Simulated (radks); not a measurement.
# Pm⁴⁺ in [Kr] 4d10 4f3 5s2 5p5 6p1: an all-electron calculation

What are the levels of the promethium ion Pm4+, how large are its shells, and how does its energy divide?

Method: Dirac Kohn-Sham, LDA (Slater exchange, VWN5 correlation), spin-unpolarised, spherical densities, finite nucleus; open shells are shared between the two j in proportion to 2j + 1. Code: radks (a radial shooting solver on a logarithmic mesh, Libxc functionals) version 1.

## (1) The system

| Item | Value |
| --- | --- |
| element | promethium (Z = 61) |
| charge | +4 |
| electrons | 57 |
| configuration | [Kr] 4d10 4f3 5s2 5p5 6p1 |
| nuclear rms radius | 4.962 fm |

Outer shells as boxes (Hund's rule):

Pm⁴⁺
```
[Kr] core
4d [↑↓][↑↓][↑↓][↑↓][↑↓]
4f [↑ ][↑ ][↑ ][  ][  ][  ][  ]
5s [↑↓]
5p [↑↓][↑↓][↑ ]
6p [↑ ][  ][  ]
```

## (2) The calculation

The run's settings:

```text
Z 61
configuration [Kr] 4d10 4f3 5s2 5p5 6p1 6s0 5d0 5f0 7p0
relativity Dirac
functional lda,vwn5
spin unpolarised
j_filling average
nucleus finite rms 4.962 fm
c 137.035999084
```

**Question.** What will this run give?

As calculated:

| quantity | value |
| --- | --- |
| total energy | -10014.9992 hartree |
| exchange-correlation share of it | 2.20 % |
| −T/E | 1.0810 |
| highest occupied level | 6p3/2, -27.242 eV |
| most extended occupied level | 6p3/2, <r> = 3.32 bohr |
| radius at density 0.001 e/bohr³ | 4.25 bohr |
| maxima of the radial density | 4 |

6 principal shells are occupied and 4 maxima appear in the radial density; where shells overlap, one shows as a shoulder or not at all. −T/E is 1.081: with relativity the kinetic term as defined here no longer equals −E. This is not the tabulated ground configuration, so its levels and sizes aren't those of the ground state, and no measured value stands beside it.
